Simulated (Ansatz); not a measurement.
# C2H4FGa: up Jacob's ladder to CCSD(T)

One table from this session's results is given with a row withheld; the runs are named, their logs left out.

Program: Ansatz 0.2.0, Gaussian basis. Level of theory: functionals in def2-TZVPP, the program's frozen cores in correlated methods. These are calculated values, not measurements.

Levels to be run: LDA (SPW92), PBE-D4, revPBE-D4, BLYP-D4, r2SCAN-D4, B97M-V, PBE0-D4, B3LYP-D4, r2SCANh-D4, r2SCAN0-D4, HSE06-D4, BHLYP-D4, CAM-B3LYP-D4, LC-ωPBE, ωB97X-V, ωB97M-V, B2PLYP, PBE-QIDH; CCSD(T)/def2-SVP; CCSD(T)/def2-TZVPP; MP2/def2-QZVPP; extrapolation to the limit; RPA on PBE.

### Structure used throughout

An earlier PBE0-D4 in a triple-zeta def2 set relaxation fixed the geometry.

8 atoms, charge 0, spin multiplicity 1.

Atoms are counted from 1 here; the program's logs count them from 0.

Bond lengths: F1–C2 1.336 Å, C2–C3 1.330 Å, C2–H5 1.083 Å, C3–H6 1.081 Å, C3–H7 1.082 Å, Ga4–H8 1.679 Å. Angles: F1–C2–C3 121.4°, F1–C2–H5 112.5°, C3–C2–H5 125.9°, C2–C3–H6 122.0°, C2–C3–H7 119.4°, H6–C3–H7 118.6°.

Coordinates:

```csv
atom,x (Å),y (Å),z (Å)
F1,0.7797,0.4242,-1.7879
C2,0.3522,0.7808,-0.5733
C3,0.6469,0.0586,0.5046
Ga4,-1.9048,-0.7746,-0.3108
H5,-0.1678,1.7312,-0.5787
H6,1.2277,-0.8512,0.4423
H7,0.3283,0.4038,1.4788
H8,-1.1701,-1.8300,0.7693
```

The first run:

in.yaml

```yaml
crystal:
  periodic: [false, false, false]
  atoms:
    - {symbol: F, position_ang: [0.779732, 0.424176, -1.787919]}
    - {symbol: C, position_ang: [0.352157, 0.780831, -0.573253]}
    - {symbol: C, position_ang: [0.646885, 0.058595, 0.504553]}
    - {symbol: Ga, position_ang: [-1.904782, -0.774564, -0.310833]}
    - {symbol: H, position_ang: [-0.167760, 1.731156, -0.578748]}
    - {symbol: H, position_ang: [1.227710, -0.851246, 0.442338]}
    - {symbol: H, position_ang: [0.328253, 0.403830, 1.478775]}
    - {symbol: H, position_ang: [-1.170095, -1.829977, 0.769287]}
basis:
  gaussian: {orbitals: def2-TZVPP}
hamiltonian: {xc: lda}
output: {orbitals: {seedname: orbitals}}
```

Launch:

```sh
> ansatz run in.yaml --threads 2 --pin off --events-out ev --progress --plain --max-ram 4352MiB
```

Among the steps run: LDA; PBE-D4 (GGA); revPBE-D4 (GGA); BLYP-D4 (GGA); r2SCAN-D4 (meta-GGA); B97M-V (meta-GGA); PBE0-D4 (hybrid); B3LYP-D4 (hybrid); r2SCANh-D4 (hybrid); r2SCAN0-D4 (hybrid); HSE06-D4 (hybrid); BHLYP-D4 (hybrid); CAM-B3LYP-D4 (range-separated); LC-ωPBE (range-separated); ωB97X-V (range-separated); ωB97M-V (range-separated); B2PLYP (double hybrid); PBE-QIDH (double hybrid).

One of the session's tables, all rows but one given; the rest of the session is left out.

It belongs to the step «Frontier levels by functional». 

| functional | HOMO (eV) | LUMO (eV) | gap (eV) |
| --- | --- | --- | --- |
| LDA (SPW92) | -5.01 | -2.51 | 2.50 |
| PBE-D4 | -4.85 | -2.25 | 2.60 |
| revPBE-D4 | -4.79 | -2.13 | 2.65 |
| BLYP-D4 | -4.75 | -2.17 | 2.58 |
| r2SCAN-D4 | -5.06 | -2.08 | 2.98 |
| B97M-V | -4.99 | -2.16 | 2.83 |
| PBE0-D4 | -5.75 | -1.48 | 4.27 |
| B3LYP-D4 | -5.63 | -1.71 | 3.91 |
| r2SCANh-D4 | -5.40 | -1.80 | 3.60 |
| r2SCAN0-D4 | -5.90 | -1.40 | 4.50 |
| HSE06-D4 | -5.35 | -1.84 | 3.51 |
| BHLYP-D4 | ? | ? | ? |
| CAM-B3LYP-D4 | -6.98 | -0.55 | 6.42 |
| LC-ωPBE | -8.14 | 0.55 | 8.70 |
| ωB97X-V | -7.86 | 0.43 | 8.29 |
| ωB97M-V | -7.77 | 0.24 | 8.01 |

Estimate the missing values for BHLYP-D4.

Worked estimate for «HOMO (eV)». Against the share of exact exchange, BLYP-D4 (0, -4.75), B3LYP-D4 (0.2, -5.63) give a slope of -4.40 per unit share; at 0.5 the line stands at -6.95.

The run gave: HOMO (eV): -6.57; LUMO (eV): -0.72; gap (eV): 5.85. In «HOMO (eV)» the line misses by -0.38.
